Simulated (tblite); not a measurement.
# C8H9PSe: the cost of one run

Programs: tblite 0.8.0 and PySCF 2.14.0, with density-fitted response routines of our own. Each step states its level of theory. These are calculated values for one molecule in the gas phase, unless marked as measured. Atoms count from 0, in the outputs and in this text.

### 1 Starting geometry

19 atoms, charge 0, multiplicity 1; geometry from: force field or distance geometry start.

Bonds of the start (Å): C0–C1 1.20, C1–P2 1.77, P2–Se3 1.96, P2–C4 1.79, C4–C5 1.47, C5–C6 1.33, C4–C7 1.33, C7–C8 1.51, C8–C9 1.53, C7–P2 1.78, C0–H10 1.07, C5–H11 1.06, C6–H12 1.09, C6–H13 1.09, C8–H14 1.09, C8–H15 1.12, C9–H16 1.13, C9–H17 1.11, C9–H18 1.10.

### 2 Geometry optimisation with GFN2-xTB

Job settings and geometry (Å):

```
{"job": {"kind": "relax", "xc": "GFN2-xTB", "basis": "xTB"}, "charge": 0, "multiplicity": 1}
C     -0.273800     3.438400    -1.486300
C     -0.392200     2.519500    -0.720100
P     -0.522500     1.161700     0.415200
Se    -2.105000     1.422300     1.533200
C      0.844300     0.020100     0.285200
C      2.282300    -0.161700     0.538300
C      2.990700     0.817500     1.088800
C     -0.287800    -0.492300    -0.189700
C     -0.956900    -1.684600    -0.819500
C     -2.072000    -2.146400     0.128300
H     -0.200300     4.250400    -2.185200
H      2.765000    -1.075200     0.292400
H      2.549700     1.765700     1.379100
H      4.051800     0.696000     1.289400
H     -0.266600    -2.515800    -0.988200
H     -1.449200    -1.375900    -1.777100
H     -2.163000    -1.323000     0.892600
H     -1.766800    -3.044600     0.700000
H     -3.037500    -2.262600    -0.383900
```

Run with:

```sh
> OMP_NUM_THREADS=1 python probes_run.py task.json out
```

The driver reads the jobs from task.json and runs them one after another.

Q: Estimate the wall time and peak memory of this first job on 1 thread of Arm Neoverse N1, shared host.

About 3.1 s, with a peak of 0.18 GiB.
